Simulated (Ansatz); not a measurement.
A nudged elastic band was laid between two geometries of a periodic cell of 63 atoms, Si (host Si, host structure diamond, one Si atom removed), cell charge +1.

These are results of DFT PBE-D3(BJ), scalar-relativistic, plane waves, PAW (Ansatz), not measurements. Settings: PAW set soft_1, cutoff 420 eV, k mesh 1x1x1, gaussian smearing 0.02 eV, spin collinear.

```
movable images  : 3
climbing image  : yes
spring          : 5.0 eV/Å²
optimiser       : quadratic models (default)
start path      : default
force threshold : 0.05 eV/Å
iteration limit : 8
end points      : relaxed
```

First end point:

```xyz
63
Lattice="10.8600 0.0000 0.0000 0.0000 10.8600 0.0000 0.0000 0.0000 10.8600" Properties=species:S:1:pos:R:3
Si 5.450 -0.017 0.018
Si 6.790 1.364 1.359
Si 8.150 2.718 -0.002
Si 9.492 4.085 1.350
Si 8.110 -0.027 2.713
Si 9.486 1.355 4.071
Si -0.011 -0.005 0.008
Si 1.367 1.343 1.344
Si 2.714 2.718 0.000
Si 4.076 4.073 1.350
Si 5.426 5.434 -0.007
Si 6.709 6.823 1.380
Si 8.119 8.147 0.020
Si 9.486 9.496 1.366
Si 2.749 -0.022 2.734
Si 4.074 1.374 4.074
Si 5.432 2.721 2.710
Si 6.791 4.079 4.061
Si 8.117 5.461 2.706
Si 9.486 6.805 4.055
Si 5.422 0.005 5.425
Si 6.800 1.359 6.780
Si 8.149 2.724 5.424
Si 9.504 4.079 6.785
Si 8.150 0.003 8.143
Si 9.503 1.363 9.499
Si -0.006 5.436 -0.004
Si 1.351 6.793 1.353
Si 2.751 8.128 0.024
Si 4.110 9.472 1.393
Si 0.013 2.719 2.710
Si 1.365 4.099 4.078
Si 2.751 5.466 2.691
Si 4.112 6.834 4.038
Si 6.694 9.468 4.033
Si -0.008 0.006 5.425
Si 1.350 1.363 6.784
Si 2.711 2.726 5.424
Si 4.057 4.086 6.776
Si 5.453 5.458 5.405
Si 6.793 6.798 6.786
Si 8.113 8.153 5.397
Si 9.489 9.512 6.776
Si 2.710 0.004 8.148
Si 4.056 1.356 9.507
Si 5.445 2.718 8.139
Si 6.798 4.078 9.501
Si 8.149 5.435 8.141
Si 9.490 6.789 9.505
Si 0.000 8.150 2.711
Si 1.349 9.508 4.070
Si -0.012 5.447 5.415
Si 1.366 6.782 6.765
Si 2.748 8.173 5.402
Si 4.074 9.514 6.796
Si 0.003 2.721 8.142
Si 1.351 4.079 9.501
Si 2.713 5.437 8.138
Si 4.075 6.788 9.490
Si 5.432 8.150 8.142
Si 6.791 9.502 9.499
Si 0.013 8.148 8.140
Si 1.364 9.516 9.520
```

Last end point:

Only the atoms that move by more than 0.05 Å are listed.
```
Si1 5.352 -0.036 0.036
Si2 6.754 1.321 1.372
Si12 6.780 6.795 1.366
Si15 2.751 -0.036 2.637
Si16 4.087 1.321 4.039
Si28 1.394 6.821 1.372
Si29 2.751 8.223 0.036
Si30 5.395 8.180 2.680
Si34 4.081 6.795 4.065
Si35 6.780 9.494 4.065
Si51 1.394 9.488 4.039
Si59 4.087 6.821 9.539
Si61 6.754 9.488 9.539
```

Question: What changes between the two ends?

Answer: The atom that moves furthest is Si30, by 2.23 Å; four of its nearest neighbours are Si15 2.35, Si29 2.35, Si1 2.36, Si35 3.69 Å at the first end and Si35 2.36, Si34 2.36, Si12 2.36, Si15 3.74 Å at the last.

Question: Give the energies along the band, and the barrier.

Answer: It converged. The highest image is number 2 of 0 to 4, 0.43 eV above the ends, which have the same energy within 2 meV. The order of the point at the top wasn't checked. Limits of this set-up: coarse k mesh, a typed lattice constant that wasn't relaxed here, charged cell in a uniform background, uncorrected.

| image | path coordinate (Å) | energy (eV) | Si1–Si30 (Å) | Si15–Si30 (Å) | Si29–Si30 (Å) |
| --- | --- | --- | --- | --- | --- |
| 0 | 0.00 | 0.00 | 2.36 | 2.35 | 2.35 |
| 1 | 0.61 | 0.14 | 2.48 | 2.43 | 2.48 |
| 2 | 1.22 | 0.43 | 2.81 | 2.79 | 2.79 |
| 3 | 1.88 | 0.13 | 3.28 | 3.33 | 3.27 |
| 4 | 2.53 | 0.00 | 3.74 | 3.74 | 3.74 |

Question: What is the geometry of the highest image?

Answer: 
```xyz
63
Lattice="10.8600 0.0000 0.0000 0.0000 10.8600 0.0000 0.0000 0.0000 10.8600" Properties=species:S:1:pos:R:3
Si 5.471 -0.108 0.105
Si 6.801 1.367 1.366
Si 8.159 2.717 -0.022
Si 9.476 4.091 1.364
Si 8.157 0.019 2.709
Si 9.508 1.375 4.088
Si 0.028 -0.016 0.017
Si 1.432 1.283 1.376
Si 2.727 2.691 0.012
Si 4.071 4.070 1.354
Si 5.426 5.416 -0.021
Si 6.651 6.919 1.313
Si 8.160 8.149 -0.020
Si 9.502 9.503 1.357
Si 2.849 -0.125 2.755
Si 4.074 1.377 4.090
Si 5.431 2.723 2.714
Si 6.774 4.103 4.056
Si 8.068 5.511 2.692
Si 9.473 6.809 4.052
Si 5.422 0.020 5.441
Si 6.808 1.368 6.786
Si 8.138 2.744 5.415
Si 9.497 4.075 6.788
Si 8.156 0.024 8.146
Si 9.533 1.350 9.514
Si -0.007 5.418 -0.018
Si 1.345 6.773 1.359
Si 2.847 8.106 0.120
Si 4.748 8.831 2.025
Si 0.024 2.703 2.705
Si 1.342 4.076 4.091
Si 2.700 5.425 2.702
Si 4.030 6.898 3.966
Si 6.656 9.546 3.950
Si -0.010 0.018 5.441
Si 1.363 1.349 6.809
Si 2.696 2.724 5.438
Si 4.061 4.088 6.778
Si 5.416 5.496 5.364
Si 6.777 6.802 6.759
Si 8.073 8.167 5.353
Si 9.477 9.503 6.777
Si 2.725 -0.009 8.171
Si 4.086 1.296 9.566
Si 5.441 2.703 8.151
Si 6.805 4.069 9.491
Si 8.138 5.444 8.120
Si 9.511 6.774 9.488
Si -0.001 8.149 2.712
Si 1.341 9.504 4.089
Si -0.032 5.444 5.415
Si 1.345 6.768 6.783
Si 2.700 8.160 5.435
Si 4.069 9.508 6.794
Si 0.004 2.718 8.141
Si 1.363 4.049 9.514
Si 2.694 5.424 8.142
Si 4.079 6.773 9.488
Si 5.432 8.145 8.135
Si 6.801 9.493 9.494
Si 0.025 8.149 8.153
Si 1.429 9.486 9.577
```

Time of the run: 9.4 min on 4 threads of Arm Neoverse V1, on a shared host, peak memory 4.4 GiB.
